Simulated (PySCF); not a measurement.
# (OH)3Sn-O-SiH3: geometry, NMR shifts and electronic excitations

What NMR shifts and electronic excitations should (OH)3Sn-O-SiH3 show?

Computed with PySCF 2.14.0, with density-fitted response routines of our own, on a single molecule in the gas phase. Atoms count from 0, in the outputs and in this text.

## (1) The molecule as given

12 atoms, charge 0, multiplicity 1; geometry from: GFN2-xTB. The atoms were then displaced at random by about 0.03 Å, so the start is not that level's minimum.

Bonds of the start (Å): Sn0–O1 1.79, Sn0–O2 1.94, Sn0–O3 1.87, Sn0–O4 1.95, O1–H6 0.97, O2–H7 0.89, O3–H8 0.96, O4–Si5 1.61, Si5–H9 1.49, Si5–H10 1.44, Si5–H11 1.48.

## (2) Geometry optimisation at PBE0-D3(BJ)/def2-SVP

Job settings and geometry (Å):

```
{"job": {"xc": "PBE0", "basis": "def2-SVP", "d3": "d3bj", "grid": 1, "maxiter": 40, "shake": 0.03, "kind": "geom"}, "charge": 0, "multiplicity": 1}
Sn     0.877090     0.562450     0.179950
O      2.250080    -0.569730     0.004530
O      1.168730     2.237590    -0.745510
O      0.621980     0.928050     1.993350
O     -0.755510    -0.048240    -0.685380
Si    -1.848510    -1.206800    -0.454900
H      2.711940    -0.580950    -0.852180
H      0.537100     2.862800    -0.847020
H      0.952620     0.301860     2.634650
H     -2.470020    -1.114750     0.898320
H     -2.774120    -0.939530    -1.519960
H     -1.155900    -2.515490    -0.554870
```

On the command line:

```console
$ OMP_NUM_THREADS=1 python probes_run.py task.json out
```

The driver reads the jobs from task.json and runs them one after another.

Standard output:

```text
step   0  E = -807.57438109  max force = 0.093714
step   1  E = -807.60536143  max force = 0.018613
step   2  E = -807.60801978  max force = 0.006362
step   3  E = -807.60881503  max force = 0.001633
step   4  E = -807.60889400  max force = 0.000866
step   5  E = -807.60898275  max force = 0.001224
step   6  E = -807.60910604  max force = 0.002241
step   7  E = -807.60936031  max force = 0.004498
step   8  E = -807.60961552  max force = 0.003606
step   9  E = -807.61002933  max force = 0.001071
step  10  E = -807.61006387  max force = 0.001047
step  11  E = -807.61011233  max force = 0.000469
step  12  E = -807.61014998  max force = 0.000438
step  13  E = -807.61016621  max force = 0.000418
step  14  E = -807.61018480  max force = 0.000415
step  15  E = -807.61020008  max force = 0.000377
step  16  E = -807.61021439  max force = 0.000460
step  17  E = -807.61022899  max force = 0.000595
step  18  E = -807.61023604  max force = 0.000383
optimisation converged
```

Run time: 6.8 min. Hardware: 1 thread of AMD EPYC, shared host; peak memory 0.53 GiB.

Along the way:

| step | energy from step 0 (eV) | largest force component (eV/Å) |
| --- | --- | --- |
| 0 | 0.0000 | 4.8190 |
| 1 | -0.8430 | 0.9571 |
| 2 | -0.9154 | 0.3271 |
| 3 | -0.9370 | 0.0840 |
| 4 | -0.9391 | 0.0445 |
| 5 | -0.9416 | 0.0629 |
| 6 | -0.9449 | 0.1152 |
| 7 | -0.9518 | 0.2313 |
| 8 | -0.9588 | 0.1854 |
| 9 | -0.9700 | 0.0551 |
| 10 | -0.9710 | 0.0538 |
| 11 | -0.9723 | 0.0241 |
| 12 | -0.9733 | 0.0225 |
| 13 | -0.9738 | 0.0215 |
| 14 | -0.9743 | 0.0213 |
| 15 | -0.9747 | 0.0194 |
| 16 | -0.9751 | 0.0237 |
| 17 | -0.9755 | 0.0306 |
| 18 | -0.9757 | 0.0197 |

Distances of close pairs at the start and the end, largest changes first:

| bond | before (Å) | after (Å) | change (Å) |
| --- | --- | --- | --- |
| Sn0–O1 | 1.788 | 1.963 | +0.175 |
| Sn0–O3 | 1.867 | 1.960 | +0.092 |
| O2–H7 | 0.895 | 0.966 | +0.071 |
| Si5–H10 | 1.436 | 1.492 | +0.056 |
| O4–Si5 | 1.609 | 1.663 | +0.054 |
| Sn0–O2 | 1.936 | 1.963 | +0.027 |
| Si5–H11 | 1.484 | 1.496 | +0.012 |
| Sn0–O4 | 1.946 | 1.956 | +0.010 |

The end geometry stands in the next job.

| at the end point | value |
| --- | --- |
| point group (found at 0.08 Å tolerance) | C1 |
| rotational constants (GHz, main isotopes) | 2.704, 1.060, 1.027 |
| dipole moment (D) | 1.01 |

## (3) Nuclear shieldings: PBE0/def2-TZVP+pcSseg-1

Job settings and geometry (Å):

```
{"job": {"kind": "nmr", "xc": "PBE0", "basis": {"default": "pcSseg-1", "Sn": "def2-TZVP"}}, "charge": 0, "multiplicity": 1}
Sn     0.899641     0.546922     0.131521
O      2.465203    -0.538522    -0.341255
O      1.208959     2.380957    -0.495720
O      0.610496     0.346449     2.059412
O     -0.760644    -0.025041    -0.730695
Si    -1.968287    -1.105903    -0.356593
H      2.896453    -0.202327    -1.137029
H      0.387735     2.774255    -0.818101
H      1.413072     0.055893     2.510492
H     -2.923996    -0.522523     0.632984
H     -2.705152    -1.421316    -1.615465
H     -1.407999    -2.371583     0.211429
```

Level: GIAO PBE0/pcSseg-1 Sn:def2-TZVP NMR shielding, scalar relativity only through core potentials, gas phase.

Standard output:

```text
coarse grid: 49992 points
cycle   1  E = -804.9856883101  dE = -3.382e+01  |g| = 3.106e+00  |ddm| = 3.104e+01
cycle   2  E = -746.3668628026  dE =  5.862e+01  |g| = 1.350e+01  |ddm| = 4.651e+01
cycle   3  E = -807.3658201476  dE = -6.100e+01  |g| = 1.700e+00  |ddm| = 4.543e+01
cycle   4  E = -807.7032203007  dE = -3.374e-01  |g| = 1.105e+00  |ddm| = 1.926e+00
cycle   5  E = -807.9192393699  dE = -2.160e-01  |g| = 2.196e-01  |ddm| = 7.317e-01
cycle   6  E = -807.9298303096  dE = -1.059e-02  |g| = 1.292e-01  |ddm| = 3.337e-01
cycle   7  E = -807.9325068464  dE = -2.677e-03  |g| = 5.008e-02  |ddm| = 1.186e-01
cycle   8  E = -807.9329351146  dE = -4.283e-04  |g| = 1.268e-02  |ddm| = 4.310e-02
cycle   9  E = -807.9329583426  dE = -2.323e-05  |g| = 5.501e-03  |ddm| = 1.017e-02
cycle  10  E = -807.9329636666  dE = -5.324e-06  |g| = 1.246e-03  |ddm| = 4.509e-03
final grid: 103040 points
cycle  11  E = -807.9329197397  dE =  3.703e-07  |g| = 1.992e-03  |ddm| = 2.537e-03
cycle  12  E = -807.9329182233  dE =  1.516e-06  |g| = 3.530e-03  |ddm| = 3.719e-03
cycle  13  E = -807.9329204382  dE = -2.215e-06  |g| = 2.002e-04  |ddm| = 2.313e-03
cycle  14  E = -807.9329204445  dE = -6.286e-09  |g| = 4.688e-05  |ddm| = 1.659e-04
cycle  15  E = -807.9329204449  dE = -3.856e-10  |g| = 5.137e-06  |ddm| = 3.160e-05
converged SCF energy = -807.9329204449

GIAO shielding tensors (ppm)
atom      isotropic    diamagn.    paramagn.     s11        s22        s33       span
  0 Sn         nan         nan         nan        nan        nan        nan        nan
  1 O      293.275     388.029     -94.754    267.597    275.696    336.533     68.937
  2 O      288.485     389.134    -100.649    260.424    269.453    335.579     75.155
  3 O      294.488     387.551     -93.063    272.434    276.671    334.358     61.925
  4 O      297.917     398.848    -100.930    253.840    293.547    346.365     92.526
  5 Si     379.999     878.338    -498.339    328.776    340.447    470.774    141.998
  6 H       29.825      30.404      -0.579     20.427     24.231     44.816     24.389
  7 H       29.824      31.747      -1.923     20.332     24.958     44.183     23.851
  8 H       29.762      30.007      -0.245     20.296     24.301     44.688     24.392
  9 H       26.107      28.624      -2.517     22.468     24.228     31.625      9.157
 10 H       26.193      28.101      -1.908     22.682     23.974     31.922      9.240
 11 H       26.064      29.041      -2.977     22.235     24.626     31.330      9.095
```

It took 76 s on 1 thread of AMD EPYC, shared host; peak memory 1 GiB.

Shifts follow as δ = σ(reference) − σ, with reference shieldings (ppm) from runs at the same level and on the same kind of geometry: 1H TMS 31.27, 29Si TMS 352.0, 17O H2O 334.6. The references are single molecules in the gas phase, so shifts against H2O, NH3, PH3, H3PO4 or CFCl3 are not on the usual liquid scales and can be off by tens of ppm. Atoms listed in one row are averaged.

| atoms | environment | σ (ppm) | δ (ppm) |
| --- | --- | --- | --- |
| H9, H10, H11 | hydrogen on a silicon bonded to O | 26.12 | 5.15 |
| H6, H7, H8 | hydrogen on an oxygen bonded to Sn | 29.80 | 1.46 |
| O1, O2, O3 | oxygen bonded to Sn, H | 292.1 | 42.5 |
| O4 | oxygen bonded to Si, Sn | 297.9 | 36.6 |
| Si5 | silicon bonded to O, 3 H | 380.0 | -28.0 |

Atoms past Kr carry core potentials, so their printed shieldings have no meaning and are left out of the table.

The run also stored atomic charges by several schemes (e):

| atoms | Mulliken | ESP fit |
| --- | --- | --- |
| Sn0 | 1.35 | 1.30 |
| O1, O2, O3 | -0.56 | -0.73 |
| O4 | -0.79 | -0.62 |
| Si5 | 0.70 | 0.62 |

Mayer bond orders: Sn0–O1 1.00, Sn0–O2 1.00, Sn0–O3 0.99, Sn0–O4 0.83, O4–Si5 0.93.

With diffuse functions Mulliken charges and Mayer bond orders lose their meaning; the other schemes are steadier.

The fields below are evaluated on a grid from the run's orbitals.

Frontier orbitals at PBE0/def2-TZVP+pcSseg-1, with the share of their density that lies nearest to each atom:

| orbital | energy (eV) | lies on |
| --- | --- | --- |
| HOMO | -8.73 | O4 42 %; H9 30 %; H11 12 % |
| LUMO | -1.99 | Sn0 29 %; 4 O atoms about 12 % each |

ELF in a plane through or near 4 of the atoms.

Ten even steps from '0' (0.00) to '9' (1.00):
```
0000000000000000000000000000
0000000000000000000000000000
0000000000000000000000000000
0000000001200000000000000000
0000000068851110000000000000
0000000079975551000000000000
0000000037847873000000000000
0000000014766862001354200000
0000000014676310017999940000
0000000001222000019999970000
0000000121110001007999960000
0000003666320012102999720000
0000026887520001100242000000
0000025777750000000000000000
0000002248983000000000000000
0000000027882000000000000000
0000000001310000000000000000
0000000000000000000000000000
0000000000000000000000000000
0000000000000000000000000000
```
The map spans 11.6 Å across and 9.7 Å up, centred on the molecule. Atoms in the plane (x, y in Å): O3 (-0.9, 1.5), H7 (-1.6, -2.2), H8 (-1.5, 2.2), H9 (2.8, 0.0).

On the surface of density 0.002 e/bohr³ the electrostatic potential runs, from the 1st to the 99th percentile, from -1.26 V near O3 to 2.35 V near H6.

## (4) Excited states and response: CAM-B3LYP/def2-SVPD

Settings changed since step 3:

```diff
@@ -1,2 +1,2 @@
-{"job": {"kind": "nmr", "xc": "PBE0", "basis": {"default": "pcSseg-1", "Sn": "def2-TZVP"}}, "charge": 0, "multiplicity": 1}
+{"job": {"kind": "uv", "xc": "CAM-B3LYP", "basis": "def2-SVPD", "ip": true, "nstates": 10}, "charge": 0, "multiplicity": 1}
 Sn     0.899641     0.546922     0.131521
```

Method: TDDFT CAM-B3LYP/def2-SVPD, vertical, gas phase, core orbitals frozen in the response.

Standard output:

```text
coarse grid: 49992 points
cycle   1  E = -805.0631293842  dE = -2.084e+01  |g| = 2.919e+00  |ddm| = 1.568e+01
cycle   2  E = -752.6436075471  dE =  5.242e+01  |g| = 1.202e+01  |ddm| = 8.239e+01
cycle   3  E = -807.7260937585  dE = -5.508e+01  |g| = 1.101e+00  |ddm| = 8.139e+01
cycle   4  E = -807.8657997602  dE = -1.397e-01  |g| = 7.708e-01  |ddm| = 2.006e+00
cycle   5  E = -807.9780112749  dE = -1.122e-01  |g| = 1.406e-01  |ddm| = 8.068e-01
cycle   6  E = -807.9846762009  dE = -6.665e-03  |g| = 4.044e-02  |ddm| = 3.356e-01
cycle   7  E = -807.9849373275  dE = -2.611e-04  |g| = 2.832e-02  |ddm| = 8.068e-02
cycle   8  E = -807.9850832496  dE = -1.459e-04  |g| = 5.578e-03  |ddm| = 3.804e-02
cycle   9  E = -807.9850891908  dE = -5.941e-06  |g| = 2.659e-03  |ddm| = 1.058e-02
final grid: 103040 points
cycle  10  E = -807.9850117018  dE =  1.321e-06  |g| = 3.985e-03  |ddm| = 6.857e-03
cycle  11  E = -807.9850077671  dE =  3.935e-06  |g| = 6.116e-03  |ddm| = 9.573e-03
cycle  12  E = -807.9850146489  dE = -6.882e-06  |g| = 2.073e-04  |ddm| = 5.649e-03
cycle  13  E = -807.9850146573  dE = -8.428e-09  |g| = 4.954e-05  |ddm| = 2.845e-04
cycle  14  E = -807.9850146584  dE = -1.035e-09  |g| = 1.668e-05  |ddm| = 1.373e-04
cycle  15  E = -807.9850146585  dE = -1.264e-10  |g| = 4.628e-06  |ddm| = 6.306e-05
converged SCF energy = -807.9850146585

Static polarisability (au): isotropic 77.842, principal 73.055 74.810 85.662

Singlet excitations
state   eV       nm        f      main configurations
  1   5.8776    210.9   0.01089   H->L 0.72, H-2->L 0.10
  2   5.9684    207.7   0.02625   H-2->L 0.58, H-1->L 0.21
  3   6.1513    201.6   0.03241   H-4->L 0.45, H-1->L 0.19, H->L 0.10
  4   6.2261    199.1   0.07722   H-3->L 0.41, H-1->L 0.24, H-2->L 0.13
  5   6.4640    191.8   0.04937   H-3->L 0.36, H-4->L 0.27, H-1->L 0.21
  6   7.2629    170.7   0.15048   H-5->L 0.80
  7   7.3747    168.1   0.11044   H-6->L 0.73
  8   7.7950    159.1   0.04457   H-8->L 0.77
  9   7.9397    156.2   0.00982   H-7->L 0.26, H->L+1 0.19, H->L+4 0.11
 10   8.0794    153.5   0.01486   H-9->L 0.28, H-1->L+1 0.14, H-7->L 0.09

Triplet excitations (Tamm-Dancoff, eV): 5.4333 5.4516 5.4943 5.7268
Vertical ionisation energy (delta-SCF) = 11.0496 eV
Vertical electron affinity (delta-SCF) = 0.5526 eV
```

Run time: 8.2 min. Hardware: 1 thread of AMD EPYC, shared host; peak memory 1.2 GiB.

The orbitals next to the gap, with their largest atomic shares:

| orbital | eV | atoms |
| --- | --- | --- |
| HOMO−3 | -11.10 | O3 48 %, O2 24 %, O1 9 % |
| HOMO−2 | -10.91 | O2 49 %, O3 33 %, O1 9 % |
| HOMO−1 | -10.38 | O4 32 %, Si5 25 %, H10 18 % |
| HOMO | -10.22 | O4 38 %, Si5 24 %, H9 20 % |
| LUMO | -1.22 | Sn0 36 %, O1 13 %, O2 13 % |
| LUMO+1 | 1.08 | O3 16 %, Sn0 16 %, Si5 16 % |
| LUMO+2 | 1.19 | O1 22 %, Sn0 16 %, O3 13 % |

With each of the 10 states as a Gaussian band of 0.4 eV half-width at 1/e, the curve within the window shown has maxima at 199 nm (ε 6,700), 169 nm (ε 11,000) L/(mol cm). Beyond the last state computed it falls off for lack of states. The curve at chosen wavelengths:

| nm | ε (L/mol/cm) |
| --- | --- |
| 148 | 686 |
| 151 | 1471 |
| 155 | 2940 |
| 158 | 4390 |
| 162 | 7098 |
| 165 | 9355 |
| 169 | 10885 |
| 172 | 10063 |
| 176 | 7172 |
| 179 | 5022 |
| 182 | 3747 |
| 186 | 3639 |
| 189 | 4387 |
| 193 | 5689 |
| 196 | 6425 |
| 200 | 6696 |
| 203 | 6332 |
| 206 | 5590 |
| 210 | 4299 |
| 213 | 3306 |
| 217 | 2151 |
| 220 | 1475 |
| 224 | 834 |
| 227 | 519 |
| 231 | 260 |
| 234 | 148 |

Leading natural transition orbitals of singlet state 6: the hole lies on O2 55 %; O3 13 %; H7 7 %; the particle on Sn0 26 %; O2 16 %; O1, O3 about 12 % each.

Leading natural transition orbitals of singlet state 1: the hole lies on O4 50 %; H9 15 %; O1 12 %; the particle on Sn0 28 %; O1, O4 about 13 % each; O2, O3 about 11 % each.

Ground-state properties from the same run:

| property | computed |
| --- | --- |
| dipole moment (D) | 0.81 |
| polarisability (Å³) | 11.54 |
| HOMO–LUMO gap (eV) | 8.99 |
| −ε(HOMO) (eV) | 10.22 |

## (5) Shielding tensors: wB97X-D/def2-TZVP+pcSseg-1

Settings changed since step 4:

```diff
@@ -1,2 +1,2 @@
-{"job": {"kind": "uv", "xc": "CAM-B3LYP", "basis": "def2-SVPD", "ip": true, "nstates": 10}, "charge": 0, "multiplicity": 1}
+{"job": {"kind": "nmr", "xc": "wB97X-D", "basis": {"default": "pcSseg-1", "Sn": "def2-TZVP"}, "pop": false}, "charge": 0, "multiplicity": 1}
 Sn     0.899641     0.546922     0.131521
```

With the program's defaults for keys left out, this is: GIAO wB97X-D/pcSseg-1 Sn:def2-TZVP NMR shielding, scalar relativity only through core potentials, gas phase.

Standard output:

```text
coarse grid: 49992 points
cycle   1  E = -805.6931477833  dE = -3.435e+01  |g| = 2.912e+00  |ddm| = 3.107e+01
cycle   2  E = -778.5726400848  dE =  2.712e+01  |g| = 8.320e+00  |ddm| = 1.992e+01
cycle   3  E = -807.9812952653  dE = -2.941e+01  |g| = 1.274e+00  |ddm| = 1.814e+01
cycle   4  E = -808.1991312193  dE = -2.178e-01  |g| = 9.183e-01  |ddm| = 1.593e+00
cycle   5  E = -808.3377382792  dE = -1.386e-01  |g| = 1.444e-01  |ddm| = 4.785e-01
cycle   6  E = -808.3429808646  dE = -5.243e-03  |g| = 6.860e-02  |ddm| = 1.545e-01
cycle   7  E = -808.3441263982  dE = -1.146e-03  |g| = 2.879e-02  |ddm| = 8.249e-02
cycle   8  E = -808.3443198872  dE = -1.935e-04  |g| = 9.159e-03  |ddm| = 3.090e-02
cycle   9  E = -808.3443423414  dE = -2.245e-05  |g| = 1.811e-03  |ddm| = 1.176e-02
cycle  10  E = -808.3443435659  dE = -1.225e-06  |g| = 1.450e-03  |ddm| = 3.280e-03
final grid: 103040 points
cycle  11  E = -808.3411918261  dE = -9.210e-06  |g| = 2.326e-03  |ddm| = 1.589e-02
cycle  12  E = -808.3411914053  dE =  4.208e-07  |g| = 2.816e-03  |ddm| = 3.205e-03
cycle  13  E = -808.3411926869  dE = -1.282e-06  |g| = 3.138e-04  |ddm| = 1.640e-03
cycle  14  E = -808.3411927040  dE = -1.709e-08  |g| = 4.803e-05  |ddm| = 3.009e-04
cycle  15  E = -808.3411927065  dE = -2.410e-09  |g| = 1.763e-05  |ddm| = 1.433e-04
cycle  16  E = -808.3411927067  dE = -2.494e-10  |g| = 1.088e-05  |ddm| = 5.175e-05
converged SCF energy = -808.3411927067

GIAO shielding tensors (ppm)
atom      isotropic    diamagn.    paramagn.     s11        s22        s33       span
  0 Sn         nan         nan         nan        nan        nan        nan        nan
  1 O      298.301     388.532     -90.231    277.656    280.035    337.213     59.557
  2 O      293.967     389.680     -95.714    268.207    277.349    336.343     68.135
  3 O      299.318     388.066     -88.749    278.801    284.223    334.929     56.129
  4 O      302.816     399.397     -96.581    263.363    298.115    346.971     83.609
  5 Si     381.550     878.111    -496.560    331.960    343.356    469.335    137.375
  6 H       29.969      30.398      -0.428     20.501     24.396     45.011     24.509
  7 H       29.973      31.873      -1.900     20.403     25.125     44.392     23.989
  8 H       29.899      29.964      -0.065     20.363     24.442     44.891     24.528
  9 H       26.323      28.781      -2.458     22.702     24.455     31.812      9.109
 10 H       26.406      28.214      -1.808     22.911     24.179     32.127      9.215
 11 H       26.276      29.222      -2.946     22.460     24.865     31.504      9.044
```

Run time: 67 s. Hardware: 1 thread of AMD EPYC, shared host; peak memory 1 GiB.

Key values: δ O1 36.0, O4 30.4, Si5 -28.6, H9 5.05, H6 1.43 ppm (means over like atoms).

## (6) Side by side: NMR shifts

Shifts (ppm), means over like atoms, with basis size and wall time:

| run | H9 | H6 | O1 | O4 | Si5 | functions | time |
| --- | --- | --- | --- | --- | --- | --- | --- |
| PBE0/def2-TZVP+pcSseg-1 | 5.15 | 1.46 | 42.5 | 36.6 | -28.0 | 172 | 76 s |
| wB97X-D/def2-TZVP+pcSseg-1 | 5.05 | 1.43 | 36.0 | 30.4 | -28.6 | 172 | 67 s |

## (7) What came out

| quantity | value |
| --- | --- |
| point group | C1 |
| rotational constants (main isotopes) | 2.70, 1.06, 1.03 GHz |
| 1H shifts against TMS (PBE0/def2-TZVP+pcSseg-1, means over atoms taken as alike) | 5.15, 1.46 ppm |
| 17O shifts against H2O (PBE0/def2-TZVP+pcSseg-1, means over atoms taken as alike) | 42.5, 36.6 ppm |
| 29Si shifts against TMS (PBE0/def2-TZVP+pcSseg-1) | -28.0 ppm |
| surface potential, 1st and 99th percentile | -1.26 V and 2.35 V |
| lowest singlet (CAM-B3LYP/def2-SVPD) | 5.88 eV (211 nm), f = 0.011 |
| brightest single state of those computed | state 6, 7.26 eV, f = 0.150 |
| lowest triplet | 5.43 eV |
| vertical ionisation energy (ΔSCF) | 11.05 eV |
| vertical electron affinity (ΔSCF) | 0.55 eV |
| range of the shift of O1 | 36.0 to 42.5 ppm |

What this shows: The start was shaken at random, so part of the energy gained undoes that. The optimisation took 18 steps and gained 0.976 eV; among the close pairs (by a distance rule), Sn0–O1 changed most, from 1.788 to 1.963 Å. At PBE0/def2-TZVP+pcSseg-1: Shielding is most anisotropic at Si5 (span 142 ppm, paramagnetic term -498 ppm). By nearest atom (PBE0/def2-TZVP+pcSseg-1), the HOMO sits on O4 42 %; H9 30 % and the LUMO on Sn0 29 %; 4 O atoms about 12 % each. The lowest singlet, at 5.88 eV, is HOMO→LUMO 0.72, HOMO−2→LUMO 0.10 and is weak; of the 10 states computed, the strongest absorption comes from state 6 at 7.26 eV. The lowest triplet lies 0.44 eV below the lowest singlet (triplets in Tamm-Dancoff, singlets in full TDDFT). Spin-orbit coupling, left out, mixes singlets and triplets in elements this heavy. ΔSCF puts the ionisation energy at 11.05 eV, 0.83 eV above −ε(HOMO). In ppm, O1 (with its like atoms) moves most: its shift spreads over 6.5 ppm, from 36.0 (wB97X-D/def2-TZVP+pcSseg-1) to 42.5 (PBE0/def2-TZVP+pcSseg-1). Spin-orbit coupling is left out, which matters for shieldings and couplings at and beside the heavy atoms.
